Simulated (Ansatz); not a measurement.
CH8GeSi, SMILES C[SiH2][GeH3], energies of removing a hydrogen

Program: the Python package of Ansatz (0.2.0).

Contents of `ch8gesi.xyz`:
```text
11

C    -0.98410    1.24580   -0.38750
Si   -0.50040   -0.49300   -0.55400
Ge    1.31030   -0.85180    0.78640
H    -1.84100    1.47900   -1.05100
H    -0.19960    1.94750   -0.73220
H    -1.29860    1.52200    0.65460
H    -0.11470   -0.77390   -1.94700
H    -1.55770   -1.35400   -0.13970
H     0.96920   -0.52910    2.31390
H     2.50000    0.08190    0.38020
H     1.78180   -2.33140    0.69680
```

The cells in order, each with its output:

```python
import ansatz as az
```

```python
def energy(molecule, charge=0, unpaired=0):
    calc = molecule.calculation().basis(gaussian="def2-TZVP").functional("CAM-B3LYP")
    if charge:
        calc = calc.charge(charge)
    if unpaired:
        calc = calc.spin("collinear", total=unpaired)
    report = calc.run(threads=1, backend="cpu").report
    if report["published_state_doubts"]:
        print("  doubts:", report["published_state_doubts"])
    return report["free_energy_ev"]
```

```python
def without(molecule, index):
    rest = az.Crystal.molecule()
    for i, site in enumerate(molecule.cartesian_sites):
        if i != index:
            rest = rest.atom(site.symbol, site.position_ang)
    return rest
```

```python
molecule = az.Crystal.molecule_from_extxyz("ch8gesi.xyz")
```

```python
whole = energy(molecule, 0)
hydrogen = energy(az.Crystal.molecule().atom("H", (0, 0, 0)), 0, 1)
print(f"E(molecule) = {whole:.5f} eV, E(H) = {hydrogen:.5f} eV")
for index in [5, 7, 10]:
    radical = energy(without(molecule, index), 0, 1)
    print(f"H{index}: homolysis {96.485332 * (radical + hydrogen - whole):.1f} kJ/mol")
```

    E(molecule) = -65566.60529 eV, E(H) = -13.57334 eV
    H5: homolysis 480.9 kJ/mol
    H7: homolysis 391.3 kJ/mol
    H10: homolysis 361.1 kJ/mol

Total energies depend on the basis set; only differences at equal settings carry meaning. The geometry is a force-field or estimated start, not a minimum of this method, and the basis set is short of its limit. All parts are taken at fixed geometry, without zero-point energy. Finished in 53 s on 1 thread of Arm Neoverse V1, with other jobs on the host, peak memory 0.6 GiB.
